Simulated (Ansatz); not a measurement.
Working through vertical and adiabatic energies of changing the electron count of BrZn

Computed with Ansatz's Python interface.

Interactive session:
```pycon
>>> import itertools
>>> import ansatz as az
>>> from ase.data import atomic_numbers, covalent_radii
>>> import numpy as np
>>> molecule = (
...     az.Crystal.molecule()
...     .atom('Zn', [1.0623, -0.4033, 0.5291])
...     .atom('Br', [-1.0328, 0.3431, -0.525])
... )
>>> model = (
...     molecule.calculation()
...     .basis(gaussian='def2-TZVP')  # atom-centred Gaussian functions
...     .functional('B3LYP')
...     .spin('collinear', total=1)  # two spin channels
...     .accuracy('medium')
... )
>>> symbols = [site.symbol for site in molecule.cartesian_sites]
>>> start = np.array([site.position_ang for site in molecule.cartesian_sites], dtype=float)
>>> report = model.relax(force_tolerance=0.01).run(threads=1).report

>>> end = np.array(report['positions_ang'])
>>> minimum = az.Crystal.molecule()
>>> for symbol, place in zip(symbols, end):
...     minimum = minimum.atom(symbol, place.tolist())
...
>>> ion = (
...     minimum.calculation()
...     .basis(gaussian='def2-TZVP')  # the orbital basis, by name
...     .functional('B3LYP')
...     .accuracy('medium')  # preset for grids and thresholds
...     .charge(1)
... )
>>> vertical = ion.run(threads=1).report
>>> settled = ion.relax(force_tolerance=0.01, max_steps=80).run(threads=1).report
>>> print(f'vertical ionisation energy   {vertical["free_energy_ev"] - report["free_energy_ev"]:.3f} eV')
vertical ionisation energy   8.868 eV
>>> print(f'adiabatic, no zero point     {settled["free_energy_ev"] - report["free_energy_ev"]:.3f} eV')
adiabatic, no zero point     8.780 eV
>>> print(f'relaxation energy of the ion {vertical["free_energy_ev"] - settled["free_energy_ev"]:.3f} eV')
relaxation energy of the ion 0.089 eV
>>> ionised = np.array(settled['positions_ang'])
>>> # pairs closer than 1.2 times the sum of covalent radii, before or after
>>> radius = [covalent_radii[atomic_numbers[s]] for s in symbols]
>>> span = lambda where, i, j: np.linalg.norm(where[i] - where[j])
>>> bonded = [(i, j) for i, j in itertools.combinations(range(len(symbols)), 2) if min(span(end, i, j), span(ionised, i, j)) < 1.2 * (radius[i] + radius[j])]
>>> print('pair        before    after (A)')
pair        before    after (A)
>>> for i, j in bonded:
...     print(f'{symbols[i]}{i}-{symbols[j]}{j}'.ljust(10), f'{span(end, i, j):8.4f} {span(ionised, i, j):8.4f}')
...
Zn0-Br1      2.3385   2.2140
```

Notes:
- These settings explore the input space; basis and method may be short of convergence.
- The energies are electronic: no zero-point or thermal terms, and the basis set is short of its limit. The product may relax into another structure. The relaxation finds the nearest minimum, so the adiabatic value is an upper bound.
- The species is open-shell (spin multiplicity 2).
- b3lyp holds the VWN-RPA fit, as in Gaussian; the form of ORCA and Turbomole is b3lyp5.
- Only the spin states typed were run; another state of an ion can lie lower, by up to an eV or two.
- The spin state was assumed, and another may lie lower.
- Run time: 40 s on 1 thread of Arm Neoverse V1, with other jobs on the host, peak memory 0.33 GiB.

(Lines on the test bed's own set-up are left out of the output.)
